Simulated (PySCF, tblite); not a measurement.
# C₅H₁₆AsGa: geometry, infrared bands and NMR shifts

Aim: predict the infrared bands and NMR shifts of C₅H₁₆AsGa (`CCC(CC)[AsH2+][GaH3-]`).

Computed with tblite 0.8.0 and PySCF 2.14.0, with density-fitted response routines of our own, on a single molecule in the gas phase. Atoms are numbered from 0 throughout.

## Step 1: Starting geometry

23 atoms, charge 0, multiplicity 1; geometry from: force field or distance geometry start.

Bonds of the start (Å): C0–C1 1.52, C1–C2 1.53, C2–C3 1.55, C3–C4 1.51, C2–As5 1.98, As5–Ga6 2.46, C0–H7 1.12, C0–H8 1.11, C0–H9 1.12, C1–H10 1.12, C1–H11 1.11, C2–H12 1.12, C3–H13 1.11, C3–H14 1.12, C4–H15 1.12, C4–H16 1.11, C4–H17 1.11, As5–H18 1.56, As5–H19 1.56, Ga6–H20 1.62, Ga6–H21 1.61, Ga6–H22 1.61.

## Step 2: Relaxing the molecule with GFN2-xTB

Job settings and geometry (Å):

```
{"job": {"kind": "relax", "xc": "GFN2-xTB", "basis": "xTB"}, "charge": 0, "multiplicity": 1}
C     -2.488500    -1.214700     0.440900
C     -0.996200    -1.295200     0.179700
C     -0.424900    -0.081800    -0.565300
C     -0.427800     1.197100     0.305600
C      0.074800     2.427500    -0.417500
As     1.379100    -0.520900    -1.254100
Ga     2.718300    -0.685600     0.802600
H     -2.723800    -0.413900     1.185500
H     -3.035700    -1.012300    -0.504200
H     -2.862000    -2.179000     0.858200
H     -0.466100    -1.426200     1.157400
H     -0.810600    -2.217700    -0.412100
H     -1.076300     0.108400    -1.451100
H     -1.457200     1.407500     0.649000
H      0.190000     1.035700     1.222500
H     -0.122300     3.332600     0.204500
H     -0.448600     2.548600    -1.393300
H      1.168800     2.361400    -0.596300
H      1.665300     0.682800    -2.207000
H      1.102800    -1.871800    -1.974800
H      2.817700     0.769900     1.498800
H      2.017100    -1.718600     1.825600
H      4.201500    -1.206800     0.455400
```

Started as:

```console
OMP_NUM_THREADS=1 python probes_run.py task.json out
```

This one command runs all jobs of the session in turn.

**Question.** This job is followed by: GFN2-xTB harmonic vibrations, gas phase; GIAO PBE0/pcSseg-1 NMR shielding, non-relativistic, gas phase. Predict these results of the whole session: strongest single infrared mode (GFN2-xTB); zero-point energy (GFN2-xTB); 13C shifts against TMS (PBE0/pcSseg-1, means over atoms taken as alike); 1H shifts against TMS (PBE0/pcSseg-1, means over atoms taken as alike); 75As shifts against AsH3 (PBE0/pcSseg-1); shieldings of Ga (PBE0/pcSseg-1).

**Answer**, as computed:

| quantity | value |
| --- | --- |
| strongest single infrared mode (GFN2-xTB) | 1937 cm⁻¹, 661 km/mol |
| zero-point energy (GFN2-xTB) | 113.5 kcal/mol |
| 13C shifts against TMS (PBE0/pcSseg-1, means over atoms taken as alike) | 45.2, 29.8, 17.1 ppm |
| 1H shifts against TMS (PBE0/pcSseg-1, means over atoms taken as alike) | 4.25, 3.87, 2.22, 2.07, 1.71, 1.15 ppm |
| 75As shifts against AsH3 (PBE0/pcSseg-1) | 381 ppm |
| shieldings of Ga (PBE0/pcSseg-1) | Ga6 1573.7 ppm |

**Reading.** Relaxing lowered the energy by 0.701 eV in 125 steps; the close pair that moved most is As5–Ga6, from 2.460 to 2.624 Å. No mode is imaginary among the 63: a minimum at this level. The strongest single mode, at 1937 cm⁻¹, moves mainly H18. GFN2-xTB is a fitted tight-binding method: band positions and strengths are rough. Its intensities can rank the bands wrongly. At PBE0/pcSseg-1: Shielding is most anisotropic at As5 (span 397 ppm, paramagnetic term -1272 ppm). Spin-orbit coupling is left out, which matters for shieldings and couplings at and beside the heavy atoms.
